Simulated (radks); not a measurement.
**Lu³⁺ in [Xe] 4f14: an all-electron calculation**

What are the levels of the lutetium ion Lu3+, how large are its shells, and how does its energy divide?

Program: radks (a radial shooting solver on a logarithmic mesh, Libxc functionals) version 1. Level of theory: scalar-relativistic Kohn-Sham, BLYP, spin-polarised, spherical densities, finite nucleus. These are calculated values, not measurements, unless marked.

## 1. The atom as given

```
element            : lutetium (Z = 71)
charge             : +3
electrons          : 68
configuration      : [Xe] 4f14
nuclear rms radius : 5.37 fm
```

The outer shells:

Lu³⁺
```
[Xe] core
4f [↑↓][↑↓][↑↓][↑↓][↑↓][↑↓][↑↓]
```

## 2. The calculation

Input:

```text
Z 71
configuration [Xe] 4f14 6s0 5d0
relativity scalar-relativistic
functional b88,lyp
spin polarised
nucleus finite rms 5.37 fm
c 137.035999084
```

Launch:

```bash
$ python run_ks.py task.json out
```

All runs below come from this command, one after another.

What does the calculation give?

As calculated:

| quantity | value |
| --- | --- |
| total energy | -14560.8766 hartree |
| exchange-correlation share of it | 2.06 % |
| −T/E | 1.0924 |
| highest occupied level | 4f, -36.042 eV |
| most extended occupied level | 5p up, <r> = 1.37 bohr |
| radius at density 0.001 e/bohr³ | 3.07 bohr |
| maxima of the radial density | 4 |
| ionisation energy, NIST | 45.25 (semi-emp.) eV |

**Reading.** 5 principal shells are occupied and 4 maxima appear in the radial density; where shells overlap, one shows as a shoulder or not at all. −T/E is 1.092: with relativity the kinetic term as defined here no longer equals −E. Minus the highest eigenvalue, 36.042 eV, is 80 % of the tabulated ionisation energy (45.25 eV); the potential of a semilocal functional falls off too fast, so its top eigenvalue is too shallow. 
